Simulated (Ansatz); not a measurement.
This geometry of a periodic cell of 17 atoms, InW$_{8}$C$_{8}$ (surface WC(001), adsorbate In) is a first-order saddle point. Atoms 1, 5, 9, 13 are held.

Method: DFT LDA, scalar-relativistic, plane waves, PAW in Ansatz. Settings: PAW set soft_1, cutoff 420 eV, k mesh 5x5x1, gaussian smearing 0.05 eV, no spin polarisation.

```xyz
17
Lattice="5.7877 0.0000 0.0000 -2.8939 5.0123 0.0000 0.0000 0.0000 17.2448" Properties=species:S:1:pos:R:3
W 0.000 0.000 1.000
C 1.449 0.829 2.296
W 0.010 -0.005 3.831
C 1.434 0.862 4.968
W -1.447 2.506 1.000
C -0.005 3.344 2.298
W -1.446 2.510 3.839
C 0.030 3.326 4.942
W 2.894 0.000 1.000
C 4.340 0.835 2.295
W 2.892 -0.002 3.839
C 4.356 0.830 4.916
W 1.447 2.506 1.000
C 2.900 3.343 2.296
W 1.449 2.506 3.751
C 2.866 3.342 4.969
In 1.742 2.340 6.720
```

Q: Which two structures does it join? (They come from a converged band through this point; their orientation in space is the band's.)

A: Contacts lost: C4–In17, W7–In17. Contacts made: W3–In17, C8–In17. The atom that moves furthest is In17, by 2.89 Å.

Initial state:

```xyz
17
Lattice="5.7877 0.0000 0.0000 -2.8939 5.0123 0.0000 0.0000 0.0000 17.2448" Properties=species:S:1:pos:R:3
W 0.000 0.000 1.000
C 1.446 0.835 2.297
W -0.003 -0.003 3.837
C 1.434 0.827 4.967
W -1.447 2.506 1.000
C -0.001 3.341 2.290
W -1.454 2.501 3.803
C -0.003 3.338 4.883
W 2.894 0.000 1.000
C 4.340 0.835 2.297
W 2.891 0.001 3.803
C 4.347 0.827 4.967
W 1.447 2.506 1.000
C 2.893 3.341 2.297
W 1.447 2.501 3.803
C 2.891 3.349 4.967
In 2.891 1.668 6.609
```

Final state:

Only the atoms that move by more than 0.05 Å are listed.
```
C4 1.444 0.832 4.883
C8 -0.013 3.333 4.967
In17 1.444 4.174 6.609
```

Q: How far does it lie above each of them?

A: 0.31 eV above the first and 0.31 eV above the second. This is the barrier of this one path; another mechanism may lie lower. Limits of this set-up: coarse k mesh, thin slab, slab without dipole correction, odd electron count without spin, PAW files made for another functional.

Time of the run: 48 min on 4 threads of Intel(R) Xeon(R) Processor @ 2.50GHz (Skylake/Cascade Lake), with other jobs on the host, peak memory 4.2 GiB.
